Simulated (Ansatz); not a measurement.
I need a ladder of methods at one geometry of C3H6Ge, SMILES C[C]1=[CH][GeH2]1. Use the Python package of Ansatz (0.2.0). Level of theory (for the species named): MP2, def2-SVP basis, multiplicity 1. The script varies method: mp2, ccsd, ccsd_t.

```xyz
10

C    -0.8625    0.8158   -0.9139
C    -0.1518   -0.1114   -0.0930
C    -0.0277   -1.4870    0.3348
Ge    1.3012   -0.3465    1.0612
H    -0.4716    1.8665   -0.8273
H    -1.9709    0.8919   -0.5994
H    -0.8304    0.5569   -1.9867
H    -0.3196   -2.4916    0.2870
H     0.8677    0.3778    2.4317
H     2.5486   -0.1235    0.3087
```

The script, `c3h6ge_methods.py`:
```python
"""One geometry of C3H6Ge, method by method."""

import ansatz as az


def main() -> None:
    c3h6ge = (
        az.Crystal.molecule()
        .atom("C", (-0.8625, 0.8158, -0.9139))
        .atom("C", (-0.1518, -0.1114, -0.093))
        .atom("C", (-0.0277, -1.487, 0.3348))
        .atom("Ge", (1.3012, -0.3465, 1.0612))
        .atom("H", (-0.4716, 1.8665, -0.8273))
        .atom("H", (-1.9709, 0.8919, -0.5994))
        .atom("H", (-0.8304, 0.5569, -1.9867))
        .atom("H", (-0.3196, -2.4916, 0.287))
        .atom("H", (0.8677, 0.3778, 2.4317))
        .atom("H", (2.5486, -0.1235, 0.3087))
    )

    calculation = c3h6ge.calculation().basis(gaussian="def2-SVP")

    methods = ["mp2", "ccsd", "ccsd_t"]
    reports = [calculation.correlation(m).run(threads=1, pin="off").report for m in methods]
    print(f"Hartree-Fock reference {reports[0]['reference_energy_ev'] / 27.211386246:.6f} Ha")
    best = reports[-1]["free_energy_ev"] - reports[-1]["reference_energy_ev"]
    for method, each in zip(methods, reports):
        gained = each["free_energy_ev"] - each["reference_energy_ev"]
        print(f"{method:8s} total {each['free_energy_ev'] / 27.211386246:.6f} Ha  correlation {gained:9.4f} eV  ({100 * gained / best:.1f} % of the last)")


if __name__ == "__main__":
    main()
```

```console
$ python c3h6ge_methods.py
Hartree-Fock reference -2191.972065 Ha
mp2      total -2192.621843 Ha  correlation  -17.6814 eV  (91.8 % of the last)
ccsd     total -2192.652634 Ha  correlation  -18.5192 eV  (96.2 % of the last)
ccsd_t   total -2192.679603 Ha  correlation  -19.2531 eV  (100.0 % of the last)
```

Reading the output:
- Total energies depend on the basis set; only differences at equal settings carry meaning.
- The geometry is a force-field or estimated start, not a minimum of this method, and the basis set is short of its limit. A lower total doesn't mark the better method: functionals have no common bound, and MP2 and coupled cluster aren't variational.
- Inner cores stay frozen; a filled d shell under the valence of the heavier atoms is correlated with it.
- Wall time of the script: 31 s on 1 thread of Arm Neoverse V1 (shared host), peak memory 0.52 GiB.
